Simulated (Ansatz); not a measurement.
# CH₅MoNO₃: a ladder of functionals and wavefunction methods

The task here is to estimate one member of a computed series from the others.

Program: Ansatz 0.2.0, Gaussian basis. Level of theory: functionals in def2-TZVPP, the program's frozen cores in correlated methods. These are calculated values, not measurements.

Plan: LDA (SPW92), PBE-D4, revPBE-D4, BLYP-D4, r2SCAN-D4, B97M-V, PBE0-D4, B3LYP-D4, r2SCANh-D4, r2SCAN0-D4, HSE06-D4, BHLYP-D4, CAM-B3LYP-D4, LC-ωPBE, ωB97X-V, ωB97M-V, B2PLYP, PBE-QIDH; CCSD(T)/def2-SVP; CCSD(T)/def2-TZVPP; MP2/def2-QZVPP; extrapolation to the limit; RPA on PBE.

## The geometry

An earlier PBE0-D4 in a triple-zeta def2 set relaxation fixed the geometry. Mo takes the def2 core potential; no spin-orbit term is included.

SMILES `C[N]=[Mo](=[O])([OH])[OH]`, 11 atoms, charge 0, spin multiplicity 1.

Atoms are counted from 1 here; the program's logs count them from 0.

Bond lengths: C1–N2 1.420 Å, C1–H7 1.095 Å, C1–H8 1.096 Å, C1–H9 1.095 Å, N2–Mo3 1.724 Å, Mo3–O4 1.681 Å, Mo3–O5 1.886 Å, Mo3–O6 1.886 Å, O5–H10 0.959 Å, O6–H11 0.959 Å. Angles: N2–C1–H7 110.0°, N2–C1–H8 111.5°, N2–C1–H9 110.0°, H7–C1–H8 108.8°, H7–C1–H9 107.6°, H8–C1–H9 108.8°, C1–N2–Mo3 150.2°, N2–Mo3–O4 107.8°, N2–Mo3–O5 108.5°, N2–Mo3–O6 108.6°, O4–Mo3–O5 110.4°, O4–Mo3–O6 110.4°, O5–Mo3–O6 111.0°, Mo3–O5–H10 122.7°, Mo3–O6–H11 122.7°.

Set-up of the first run:

File in.yaml:

```yaml
crystal:
  periodic: [false, false, false]
  atoms:
    - {symbol: C, position_ang: [-0.216334, -0.626216, 1.791746]}
    - {symbol: N, position_ang: [-0.201103, 0.007475, 0.520689]}
    - {symbol: Mo, position_ang: [0.361960, 0.083061, -1.107097]}
    - {symbol: O, position_ang: [1.407906, -1.210289, -1.350863]}
    - {symbol: O, position_ang: [1.270528, 1.717980, -1.352318]}
    - {symbol: O, position_ang: [-1.123462, -0.046224, -2.262692]}
    - {symbol: H, position_ang: [0.128351, 0.071002, 2.562451]}
    - {symbol: H, position_ang: [0.425840, -1.514212, 1.806516]}
    - {symbol: H, position_ang: [-1.237604, -0.925121, 2.049740]}
    - {symbol: H, position_ang: [1.278062, 2.411409, -0.690039]}
    - {symbol: H, position_ang: [-2.028844, -0.025865, -1.947434]}
basis:
  gaussian: {orbitals: def2-TZVPP}
hamiltonian: {xc: lda}
output: {orbitals: {seedname: orbitals}}
```

Launch:

```
ansatz run in.yaml --threads 4 --pin off --events-out ev --progress --plain --max-ram 11315MiB
```

Among the steps run: LDA; PBE-D4 (GGA); revPBE-D4 (GGA); BLYP-D4 (GGA); r2SCAN-D4 (meta-GGA); B97M-V (meta-GGA); B3LYP-D4 (hybrid); r2SCANh-D4 (hybrid); r2SCAN0-D4 (hybrid); HSE06-D4 (hybrid); BHLYP-D4 (hybrid); CAM-B3LYP-D4 (range-separated); LC-ωPBE (range-separated); ωB97X-V (range-separated); ωB97M-V (range-separated); B2PLYP (double hybrid); PBE-QIDH (double hybrid).

One table of the session follows, with a row left open; its other results are not shown here.

It belongs to the step «Frontier levels by functional». 

| functional | HOMO (eV) | gap (eV) |
| --- | --- | --- |
| LDA (SPW92) | -6.49 | 4.18 |
| PBE-D4 | -6.31 | 4.21 |
| revPBE-D4 | -6.24 | 4.22 |
| BLYP-D4 | -6.21 | 4.19 |
| r2SCAN-D4 | -6.60 | 4.54 |
| B97M-V | -6.67 | 4.66 |
| PBE0-D4 | -7.70 | 6.34 |
| B3LYP-D4 | -7.49 | 5.89 |
| r2SCANh-D4 | -7.12 | 5.34 |
| r2SCAN0-D4 | -7.91 | 6.57 |
| HSE06-D4 | -7.30 | 5.56 |
| BHLYP-D4 | -9.04 | 8.55 |
| CAM-B3LYP-D4 | -9.08 | 8.77 |
| LC-ωPBE | ? | ? |
| ωB97X-V | -10.04 | 10.82 |
| ωB97M-V | -9.97 | 10.68 |

Q: Estimate the row for LC-ωPBE from the others.

As computed: HOMO (eV): -10.36; gap (eV): 11.21. In the column «HOMO (eV)» it is the lowest.
